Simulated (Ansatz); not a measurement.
Relaxation of a periodic cell of 35 atoms, Si12O23 (host SiO2, host structure P3_221, one O atom removed), cell charge +1, to a largest force component of 0.03 eV/Å in at most 60 steps.

Level of theory: DFT PBE, scalar-relativistic, plane waves, PAW in Ansatz. Settings: PAW set soft_1, cutoff 420 eV, k mesh 2x2x1, gaussian smearing 0.02 eV, spin collinear.

```xyz
35
Lattice="-2.4457 4.2362 5.3885 4.8915 0.0000 5.3885 4.8915 8.4723 0.0000" Properties=species:S:1:pos:R:3
Si 7.178 8.452 3.591
Si 3.786 2.063 7.178
Si 1.256 2.250 0.044
O 6.239 9.630 4.195
O 0.759 4.855 7.805
O 0.343 6.747 5.925
O 3.739 3.125 8.320
O 0.779 3.592 4.746
Si 4.773 4.277 3.631
Si 6.266 6.198 7.141
Si 3.746 6.522 -0.029
O 3.831 5.454 4.186
O 3.219 9.142 7.791
O 2.743 10.981 6.060
O 2.785 6.008 1.138
O 6.285 7.325 8.316
O 3.241 7.873 4.748
Si -0.147 4.234 3.551
Si 1.312 6.203 7.243
Si 3.762 6.480 5.350
O 3.770 5.463 9.630
O 0.734 4.825 2.388
O 5.135 6.721 6.033
O 2.726 5.923 6.546
O 3.800 3.113 2.913
O 5.609 3.632 4.795
Si 2.385 8.429 3.544
Si 3.720 10.441 7.108
Si 1.294 2.280 5.438
O 6.254 9.604 9.599
O 3.225 9.096 2.423
O 2.757 2.510 5.996
O 5.218 10.211 6.546
O 6.206 7.299 2.933
O 8.050 7.871 4.747
```

Where does it end, and by what steps?

It converged. Limits of this set-up: coarse k mesh, a small cell, in which the defect meets its images, a typed lattice constant that wasn't relaxed here, charged cell in a uniform background, uncorrected. After 7 steps the energy has fallen by 2.698 eV; O6 moved furthest, 0.43 Å.

```
step  energy less start (eV)  largest force component (eV/Å)  accepted
   0                  0.0000                           3.532       yes
   1                 -1.3003                           2.488       yes
   2                 -2.5899                           0.699       yes
   3                 -2.6883                           0.204       yes
   4                 -2.6950                           0.124       yes
   5                 -2.6973                           0.034       yes
   6                 -2.6976                           0.051       yes
   7                 -2.6980                           0.006       yes
```

```xyz
35
Lattice="-2.4457 4.2362 5.3885 4.8915 0.0000 5.3885 4.8915 8.4723 0.0000" Properties=species:S:1:pos:R:3
Si 7.202 8.427 3.621
Si 3.738 2.024 7.072
Si 1.164 2.267 -0.028
O 6.209 9.638 4.089
O 0.864 4.722 7.835
O 0.048 6.644 6.214
O 3.885 3.132 8.214
O 0.680 3.642 4.835
Si 4.636 4.267 3.572
Si 6.245 6.256 7.153
Si 3.805 6.516 -0.006
O 3.721 5.469 4.136
O 3.230 8.979 7.810
O 2.826 10.977 6.041
O 2.792 5.884 1.103
O 6.330 7.431 8.275
O 3.286 7.998 4.756
Si -0.161 4.279 3.614
Si 1.248 6.172 7.235
Si 3.728 6.556 5.354
O 3.636 5.345 9.629
O 0.819 4.930 2.526
O 5.204 6.709 5.995
O 2.660 6.051 6.472
O 3.716 3.060 3.015
O 5.513 3.684 4.857
Si 2.400 8.560 3.523
Si 3.798 10.380 7.205
Si 1.264 2.213 5.329
O 6.377 9.784 9.460
O 3.428 9.059 2.319
O 2.799 2.489 5.862
O 5.275 10.111 6.564
O 6.301 7.222 3.033
O 8.111 7.954 4.886
```

Whether the end is a true minimum wasn't checked by a vibrational analysis.

Time of the run: 45 s on 4 threads of Arm Neoverse V2, on a shared host, peak memory 1.4 GiB.
